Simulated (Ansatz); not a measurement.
I need a relaxation followed by a look at the electronic structure of In3Ge, space group Fm-3m. Use Ansatz 0.2.0 through its Python package. Settings (first run): r2SCAN, PAW, the default cutoff (500 eV here), 5×5×5 k-points, Fermi-Dirac smearing of 0.05 eV.

```yaml
crystal:
  lattice:
    - [0.00000, 3.70907, 3.70907]
    - [3.70907, 0.00000, 3.70907]
    - [3.70907, 3.70907, 0.00000]
  atoms:
    - { symbol: In, position: [0.25000, 0.25000, 0.25000] }
    - { symbol: In, position: [0.75000, 0.75000, 0.75000] }
    - { symbol: In, position: [0.50000, 0.50000, 0.50000] }
    - { symbol: Ge, position: [0.00000, 0.00000, 0.00000] }
```

The script, `pipeline.py`:
```python
'''Relax In3Ge, then bands and states at the relaxed cell.'''

import logging
import sys

import ansatz
import numpy as np

logging.basicConfig(stream=sys.stdout, format='%(levelname)s %(message)s')
logger = logging.getLogger('ansatz_job')
logger.setLevel(logging.INFO)


def count_gap(report):
    # lowest empty less highest filled band, counting bands; zero where they overlap
    return max(report.get('gap_by_band_count_ev') or 0.0, 0.0)


def with_settings(crystal, spacing):
    return (
        crystal.calculation()
        .functional('r2scan')
        .occupations('fermi_dirac', width=0.05)
        .scf(tolerance=1e-09)
        .kpoints(spacing=spacing)
    )

lattice = ansatz.Lattice.of(
    (0.0, 3.709068, 3.709068),
    (3.709068, 0.0, 3.709068),
    (3.709068, 3.709068, 0.0),
)
sites = [
    ('In', (0.25, 0.25, 0.25)),
    ('In', (0.75, 0.75, 0.75)),
    ('In', (0.5, 0.5, 0.5)),
    ('Ge', (0.0, 0.0, 0.0)),
]
crystal = ansatz.Crystal(lattice=lattice)
for symbol, position in sites:
    crystal = crystal.atom(symbol, position)

relaxed = with_settings(crystal, 0.34).relax(cell=True, force_tolerance=0.01, max_steps=40).checkpoint(write='relax.run', compress=False).run(threads=1, backend='cpu')
cell = np.asarray(relaxed.lattice.cell_ang)
print('relaxed edges (A):', np.linalg.norm(cell, axis=1).round(4), ' volume:', round(abs(np.linalg.det(cell)), 3), 'A^3')
for site in relaxed.lattice.sites:
    print(' ', site.symbol, np.round(site.position_frac, 4) + 0.0)

final = ansatz.Crystal.from_checkpoint('relax.run')
res = with_settings(final, 0.26).stress().band_table().density_of_states(energy_step=0.05).run(threads=1, backend='cpu')
r = res.report
dos = res.density_of_states()
logger.info(f'pressure at the relaxed cell {np.trace(r["stress_gpa"]) / 3:.3f} GPa, gap by band count {count_gap(r):.3f} eV')
if count_gap(r) == 0:
    print('states/eV at the Fermi level:', round(float(np.interp(dos.fermi_ev, dos.energies_ev, dos.spin_summed_g_bin_mean_per_ev)), 3))
```

`python pipeline.py` gives:
```text
DeckWarning: basis.ecutwfc = 500 eV, auto-derived from the records' recommended cutoffs: set by In (their level for a meta-GGA)
DeckWarning: relax.cell: scf.convergence.dr2_threshold = 1e-9 eV is looser than the 4e-10 eV advised for a relaxation that steers and ends on the stress (1e-10 eV for each atom of the cell: 4). What an SCF threshold leaves in a stress goes as its square root, and in the free energy as the threshold itself, and one threshold admits the most on a small cell: of the crystals measured, under no hybrid functional and no lock of the moments, on runs that ended without the residual-converged pass, on [...]
relaxed edges (A): [5.1998 5.1998 5.1998]  volume: 99.414 A^3
  In [0.25 0.25 0.25]
  In [0.75 0.75 0.75]
  In [0.5 0.5 0.5]
  Ge [0. 0. 0.]
DeckWarning: crystal.checkpoint: the structure is that of relax.run, a `relax` run, at its step 3: its result, under r2scan at a charge of 0 e; 4 atoms read, 0 with a starting moment [...]
DeckWarning: output.stress: scf.convergence.dr2_threshold = 1e-9 eV is looser than the 4e-10 eV advised for a printed stress (1e-10 eV for each atom of the cell: 4). What an SCF threshold leaves in a stress goes as its square root, and in the free energy as the threshold itself, and one threshold admits the most on a small cell: of the crystals measured, under no hybrid functional and no lock of the moments, on runs that ended without the residual-converged pass, on stresses that held no [...]
INFO pressure at the relaxed cell -0.894 GPa, gap by band count 0.000 eV
states/eV at the Fermi level: 1.635
```
(Warnings from the package without file and line, shortened.)

Notes:
- For a metal this k-point mesh is coarse: on a finer one energies can move by several to tens of meV an atom and pressures by half a GPa or more, differences at one mesh by less.
- The zero of the levels is a convention of the potentials, so an absolute Fermi energy is no work function.
- A gap by band count of zero or less means overlapping bands, a metal, and at an odd count of electrons it is no gap at all.
- This cell is a computed structure, which may not be the phase found in nature.
- Levels are Kohn-Sham eigenvalues on this mesh, without spin-orbit coupling.
- Where the second run takes another functional or mesh than the relaxation, its pressure isn't zero; pressure is positive in compression.
- The computed bands are complete only to about 0.9 eV above the Fermi level; beyond that the density of states is undercounted.
- Wall time of the script: 36 s on 1 thread of Arm Neoverse V1, with other jobs on the host, peak memory 0.76 GiB.
